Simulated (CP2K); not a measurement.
# NbTe (Pm-3m) in CP2K: further runs

The runs below take NbTe through band structure, with PBE.

Everything below comes from runs of CP2K 2026.2. Logs are shortened: lines on timing, memory, paths and dates and some standing lists are left out, and cuts for length are marked.

**1. The crystal as given**

It takes space group Pm-3m (No. 221, cubic). Conventional cell: a = 3.426 Å, b = 3.426 Å, c = 3.426 Å, α = 90.00°, β = 90.00°, γ = 90.00°. Nb (site symmetry m-3m) has 8 Te at 2.97 Å as nearest neighbours. Around Te (site symmetry m-3m) lie 8 Nb at 2.97 Å.

The cell was built by a generator and needn't be a form met in nature.

**2. Band structure, PBE**

The input, nbte_bands.inp:

```
&GLOBAL
  PROJECT nbte_bands
  RUN_TYPE ENERGY_FORCE
  PRINT_LEVEL LOW
&END GLOBAL
&FORCE_EVAL
  METHOD QS
  STRESS_TENSOR ANALYTICAL
  &DFT
    BASIS_SET_FILE_NAME BASIS_MOLOPT_UZH
    POTENTIAL_FILE_NAME POTENTIAL_UZH
    &MGRID
      CUTOFF 450
      REL_CUTOFF 60
      NGRIDS 5
    &END MGRID
    &QS
      METHOD GPW
      EPS_DEFAULT 1.0E-10
    &END QS
    &KPOINTS
      SCHEME MONKHORST-PACK 8 8 8
      GAMMA_CENTERED T
      SYMMETRY T
      SYMMETRY_BACKEND SPGLIB
    &END KPOINTS
    &SCF
      SCF_GUESS ATOMIC
      EPS_SCF 1.0E-6
      MAX_SCF 100
      ADDED_MOS 13
      CHOLESKY OFF
      EPS_EIGVAL 1.0E-7
      &DIAGONALIZATION ON
        ALGORITHM STANDARD
      &END DIAGONALIZATION
      &MIXING ON
        METHOD BROYDEN_MIXING
        ALPHA 0.4
        BETA 1.5
        NBUFFER 8
      &END MIXING
      &SMEAR ON
        METHOD FERMI_DIRAC
        ELECTRONIC_TEMPERATURE [K] 580.226
      &END SMEAR
    &END SCF
    &XC
      &XC_FUNCTIONAL
        &GGA_X_PBE
        &END GGA_X_PBE
        &GGA_C_PBE
        &END GGA_C_PBE
      &END XC_FUNCTIONAL
    &END XC
    &PRINT
      &KPOINTS ON
      &END KPOINTS
      &MULLIKEN ON
      &END MULLIKEN
      &MO ON
        ENERGIES T
        OCCUPATION_NUMBERS T
        &EACH
          QS_SCF 0
        &END EACH
        ADD_LAST NUMERIC
      &END MO
      &BAND_STRUCTURE
        FILE_NAME bands.bs
        ADDED_MOS 6
        &KPOINT_SET
          UNITS B_VECTOR
          NPOINTS 10
          SPECIAL_POINT GAMMA 0.00000000 0.00000000 0.00000000
          SPECIAL_POINT X 0.00000000 0.50000000 0.00000000
          SPECIAL_POINT M 0.50000000 0.50000000 0.00000000
          SPECIAL_POINT GAMMA 0.00000000 0.00000000 0.00000000
          SPECIAL_POINT R 0.50000000 0.50000000 0.50000000
          SPECIAL_POINT X 0.00000000 0.50000000 0.00000000
        &END KPOINT_SET
        &KPOINT_SET
          UNITS B_VECTOR
          NPOINTS 10
          SPECIAL_POINT M 0.50000000 0.50000000 0.00000000
          SPECIAL_POINT R 0.50000000 0.50000000 0.50000000
        &END KPOINT_SET
      &END BAND_STRUCTURE
    &END PRINT
  &END DFT
  &SUBSYS
    &CELL
      A 3.4257000000 0.0000000000 0.0000000000
      B 0.0000000000 3.4257000000 0.0000000000
      C 0.0000000000 0.0000000000 3.4257000000
      PERIODIC XYZ
    &END CELL
    &COORD
      Nb  1.7128500000 1.7128500000 1.7128500000
      Te  0.0000000000 0.0000000000 0.0000000000
    &END COORD
    &KIND Nb
      BASIS_SET TZVP-MOLOPT-PBE-GTH-q13
      POTENTIAL GTH-PBE-q13
    &END KIND
    &KIND Te
      BASIS_SET TZVP-MOLOPT-PBE-GTH-q6
      POTENTIAL GTH-PBE-q6
    &END KIND
    &PRINT
      &ATOMIC_COORDINATES ON
      &END ATOMIC_COORDINATES
      &CELL ON
      &END CELL
    &END PRINT
  &END SUBSYS
  &PRINT
    &FORCES ON
    &END FORCES
    &STRESS_TENSOR ON
    &END STRESS_TENSOR
  &END PRINT
&END FORCE_EVAL
```

Potentials or basis: POTENTIAL_UZH Nb GTH-PBE-q13, Te GTH-PBE-q6; TZVP-MOLOPT-PBE-GTH basis.

Launch:

```
> OMP_NUM_THREADS=1 cp2k.psmp -i nbte_bands.inp -o nbte_bands.out
```

nbte_bands.out:

```text

 CP2K| version string:                                       CP2K version 2026.2
 CP2K| Input file name                                            nbte_bands.inp

 GLOBAL| Force Environment number                                              1
 GLOBAL| Basis set file name                                    BASIS_MOLOPT_UZH
 GLOBAL| Potential file name                                       POTENTIAL_UZH
 GLOBAL| MM Potential file name                                     MM_POTENTIAL
 GLOBAL| Coordinate file name                                      __STD_INPUT__
 GLOBAL| Method name                                                        CP2K
 GLOBAL| Project name                                                 nbte_bands
 GLOBAL| Run type                                                   ENERGY_FORCE
 GLOBAL| FFT library                                                       FFTW3
 GLOBAL| Diagonalization library                                       ScaLAPACK
 GLOBAL| Cholesky decomposition library                                ScaLAPACK
 GLOBAL| DGEMM library                                                      BLAS
 GLOBAL| Direct generalized diagonalization requested                          F
 GLOBAL| Matrix multiplication library                                 ScaLAPACK
 GLOBAL| Global print level                                                  LOW
 GLOBAL| Total number of message passing processes                             1
 GLOBAL| Number of threads for this process                                    1
 GLOBAL| CPU model name                                                  UNKNOWN

 CELL| Volume [angstrom^3]:                                            40.202030
 CELL| Vector a [angstrom]:       3.426     0.000     0.000   |a| =     3.425700
 CELL| Vector b [angstrom]:       0.000     3.426     0.000   |b| =     3.425700
 CELL| Vector c [angstrom]:       0.000     0.000     3.426   |c| =     3.425700
 CELL| Angle (b,c), alpha [degree]:                                    90.000000
 CELL| Angle (a,c), beta  [degree]:                                    90.000000
 CELL| Angle (a,b), gamma [degree]:                                    90.000000
 CELL| Numerically orthorhombic:                                             YES
 CELL| Periodicity                                                           XYZ

 CELL_REF| Volume [angstrom^3]:                                        40.202030
 CELL_REF| Vector a [angstrom     3.426     0.000     0.000   |a| =     3.425700
 CELL_REF| Vector b [angstrom     0.000     3.426     0.000   |b| =     3.425700
 CELL_REF| Vector c [angstrom     0.000     0.000     3.426   |c| =     3.425700
 CELL_REF| Angle (b,c), alpha [degree]:                                90.000000
 CELL_REF| Angle (a,c), beta  [degree]:                                90.000000
 CELL_REF| Angle (a,b), gamma [degree]:                                90.000000
 CELL_REF| Numerically orthorhombic:                                         YES
 CELL_REF| Periodicity                                                       XYZ

[... 9 lines left out ...]

  Total number of            - Atomic kinds:                                   2
                             - Atoms:                                          2
                             - Shell sets:                                     2
                             - Shells:                                        18
                             - Primitive Cartesian functions:                 10
                             - Cartesian basis functions:                     59
                             - Spherical basis functions:                     52

  Maximum angular momentum of- Orbital basis functions:                        3
                             - Local part of the GTH pseudopotential:          2
                             - Non-local part of the GTH pseudopotential:      4

 MODULE QUICKSTEP: ATOMIC COORDINATES IN ANGSTROM

   Atom Kind Element         X             Y             Z       Z(eff)     Mass
      1    1 Nb   41      1.712850      1.712850      1.712850  13.0000  92.9064
      2    2 Te   52      0.000000      0.000000      0.000000   6.0000 127.6000

 SCF PARAMETERS         Density guess:                                    ATOMIC
                        --------------------------------------------------------
                        max_scf:                                             100
                        max_scf_history:                                       0
                        max_diis:                                              4
[... 5 lines left out ...]
                        --------------------------------------------------------
                        level_shift [a.u.]:                             0.000000
                        added MOs                                        13    0
                        --------------------------------------------------------
                        Mixing method:                            BROYDEN_MIXING
                                                charge density mixing in g-space
[... 20 lines left out ...]
 BRILLOUIN| Number           Weight            X              Y              Z
 BRILLOUIN|     1           0.01562       -0.37500       -0.37500       -0.37500
 BRILLOUIN|     2           0.04688       -0.37500       -0.37500       -0.25000
 BRILLOUIN|     3           0.04688       -0.37500       -0.37500       -0.12500
 BRILLOUIN|     4           0.02344       -0.37500       -0.37500        0.00000
 BRILLOUIN|     5           0.02344       -0.37500       -0.37500        0.50000
 BRILLOUIN|     6           0.04688       -0.37500       -0.25000       -0.25000
[... 27 lines left out ...]
 BRILLOUIN|    34           0.00586        0.00000        0.50000        0.50000
 BRILLOUIN|    35           0.00195        0.50000        0.50000        0.50000
 *******************************************************************************

 Extrapolation method: initial_guess

 Number of electrons:                                                         19
 Number of occupied orbitals:                                                 10
 Number of molecular orbitals:                                                23

 Number of orbital functions:                                                 52
 Number of independent orbital functions:                                     52

 SCF WAVEFUNCTION OPTIMIZATION

  Step     Update method      Time    Convergence         Total energy    Change
  ------------------------------------------------------------------------------
     1 NoMix/Diag. 0.40E+00    3.0     0.39344476       -65.1813702062 -6.52E+01
     2 Broy./Diag. 0.40E+00    2.2     0.07995264       -65.9042938421 -7.23E-01
     3 Broy./Diag. 0.40E+00    2.2     0.10109370       -65.3036919164  6.01E-01
     4 Broy./Diag. 0.40E+00    2.2     0.01489222       -64.8375793589  4.66E-01
     5 Broy./Diag. 0.40E+00    2.2     0.00475114       -64.8391218329 -1.54E-03
     6 Broy./Diag. 0.40E+00    2.2     0.00240763       -64.7938067458  4.53E-02
     7 Broy./Diag. 0.40E+00    2.2     0.00053703       -64.7900303115  3.78E-03
     8 Broy./Diag. 0.40E+00    2.2     0.00011735       -64.7861137181  3.92E-03
     9 Broy./Diag. 0.40E+00    2.2     0.00003905       -64.7865636195 -4.50E-04
    10 Broy./Diag. 0.40E+00    2.1     0.00002468       -64.7864817799  8.18E-05
    11 Broy./Diag. 0.40E+00    2.2     0.00000192       -64.7865443145 -6.25E-05
    12 Broy./Diag. 0.40E+00    2.1     0.00000187       -64.7865345625  9.75E-06
    13 Broy./Diag. 0.40E+00    2.1     0.00000033       -64.7865354386 -8.76E-07

  *** SCF run converged in    13 steps ***

  Electronic density on regular grids:        -19.0000000000        0.0000000000
  Core density on regular grids:               18.9999999976       -0.0000000024
  Total charge density on r-space grids:       -0.0000000024
  Total charge density g-space grids:          -0.0000000024

  Overlap energy of the core charge distribution:               0.00000000000330
  Self energy of the core charge distribution:               -120.86568007527094
  Core Hamiltonian energy:                                     27.16073256973674
  Hartree energy:                                              37.65960480792406
  Exchange-correlation energy:                                 -8.74046944643442
  Electronic entropic energy:                                  -0.00072329457908
  Fermi energy:                                                 0.45530550296026

  Total energy:                                               -64.78653543858714
  Total energy (extrapolated to T->0):                        -64.78617379129760

 MO| EIGENVALUES AND OCCUPATION NUMBERS FOR K POINT 1
 MO|
 MO|  Index      Eigenvalue [a.u.]        Eigenvalue [eV]             Occupation
 MO|      1              -1.574720             -42.850299               2.000000
 MO|      2              -0.700665             -19.066056               2.000000
 MO|      3              -0.700428             -19.059615               2.000000
 MO|      4              -0.700428             -19.059615               2.000000
 MO|      5               0.036465               0.992258               2.000000
 MO|      6               0.232385               6.323511               2.000000
[... 392 lines left out ...]
 MO|     22               1.172385              31.902211               0.000000
 MO|     23               1.273278              34.647660               0.000000
 MO| Sum:                                                              19.983704
 MO| E(Fermi):            0.455306 a.u.         12.389493 eV

 [... the levels of further k-points ...]

 !-----------------------------------------------------------------------------!
                     Mulliken Population Analysis

 #  Atom  Element  Kind  Atomic population                           Net charge
       1     Nb       1         12.948686                              0.051314
       2     Te       2          6.051314                             -0.051314
 # Total charge                             19.000000                  0.000000

 !-----------------------------------------------------------------------------!

 KPOINTS| Band Structure Calculation
 KPOINTS| Number of k-point sets                                               2
 KPOINTS| Number of added MOs/bands                                            6
 KPOINTS| Number of k-points in set    1                                      51
 KPOINTS| In units of b-vector [2pi/Bohr]
 KPOINTS| Special point     1       GAMMA     0.000000     0.000000     0.000000
 KPOINTS| Special point     2           X     0.000000     0.500000     0.000000
 KPOINTS| Special point     3           M     0.500000     0.500000     0.000000
 KPOINTS| Special point     4       GAMMA     0.000000     0.000000     0.000000
 KPOINTS| Special point     5           R     0.500000     0.500000     0.500000
 KPOINTS| Special point     6           X     0.000000     0.500000     0.000000
 KPOINTS| Number of k-points in set    2                                      11
 KPOINTS| In units of b-vector [2pi/Bohr]
 KPOINTS| Special point     1           M     0.500000     0.500000     0.000000
 KPOINTS| Special point     2           R     0.500000     0.500000     0.500000

 ENERGY| Total FORCE_EVAL ( QS ) energy [hartree]            -64.786534830246808

 FORCES| Atomic forces [hartree/bohr]
 FORCES|   Atom     x               y               z               |f|
 FORCES|      1  2.90883039E-14  4.83962048E-14  3.44529318E-14   6.61462514E-14
 FORCES|      2 -6.12942015E-12 -6.12948496E-12 -6.14454724E-12   1.06252453E-11
 FORCES| Sum    -6.10033184E-12 -6.08108875E-12 -6.11009431E-12
 FORCES| Total atomic force                                       1.05606317E-11

 STRESS| Analytical stress tensor [bar]
 STRESS|                        x                   y                   z
 STRESS|      x        2.55256694880E+04  -6.94026703165E-06   9.94387111552E-06
 STRESS|      y       -6.94026703165E-06   2.55256756721E+04  -2.38640310352E-05
 STRESS|      z        9.94387111552E-06  -2.38640310352E-05   2.55256438312E+04
 STRESS| 1/3 Trace                                             2.55256629971E+04
 STRESS| Determinant                                           1.66314874906E+13

 STRESS| Eigenvectors and eigenvalues of the analytical stress tensor [bar]
 STRESS|                        1                   2                   3
 STRESS| Eigenvalues   2.55256438312E+04   2.55256694880E+04   2.55256756721E+04
 STRESS|      x          -0.000387370719      0.999999295554     -0.001121978451
 STRESS|      y           0.000749393079      0.001122268513      0.999999089461
 STRESS|      z           0.999999644177      0.000386529564     -0.000749827285
```

It took 36 s on 1 thread of Arm Neoverse V1, shared host; peak memory 0.28 GiB.

Results:

| Property | Result |
| --- | --- |
| Free energy | -1762.9313 eV |
| Pressure | 2.6 GPa |
| Band gap on the k mesh | none (metal or under the smearing width) |
| Mulliken charges | Nb +0.05; Te -0.05 e |

Levels at the corners of the path, in eV from the Fermi level:
| point | band 6 | band 7 | band 8 | band 9 | band 10 | band 11 | band 12 | band 13 |
| --- | --- | --- | --- | --- | --- | --- | --- | --- |
| Γ | -2.75 | -2.75 | -1.24 | -1.24 | -1.24 | 1.01 | 1.01 | 1.01 |
| X | -7.90 | -2.86 | -2.86 | -1.87 | 1.27 | 2.26 | 4.75 | 4.75 |
| M | -5.59 | -5.59 | -2.70 | -0.43 | -0.43 | 0.51 | 1.13 | 2.48 |
| Γ | -2.75 | -2.75 | -1.24 | -1.24 | -1.24 | 1.01 | 1.01 | 1.01 |
| R | -6.54 | -6.54 | -6.54 | 2.19 | 2.19 | 2.19 | 2.59 | 2.59 |
| X | -7.90 | -2.86 | -2.86 | -1.87 | 1.27 | 2.26 | 4.75 | 4.75 |
| M | -5.59 | -5.59 | -2.70 | -0.43 | -0.43 | 0.51 | 1.13 | 2.48 |
| R | -6.54 | -6.54 | -6.54 | 2.19 | 2.19 | 2.19 | 2.59 | 2.59 |

Caveat: Mulliken charges move with the basis; spin-orbit coupling is left out, which moves the levels of the heavy elements; the basis of atomic orbitals isn't converged, which shifts pressures, moduli and gaps.

[end of part 1 of 2]
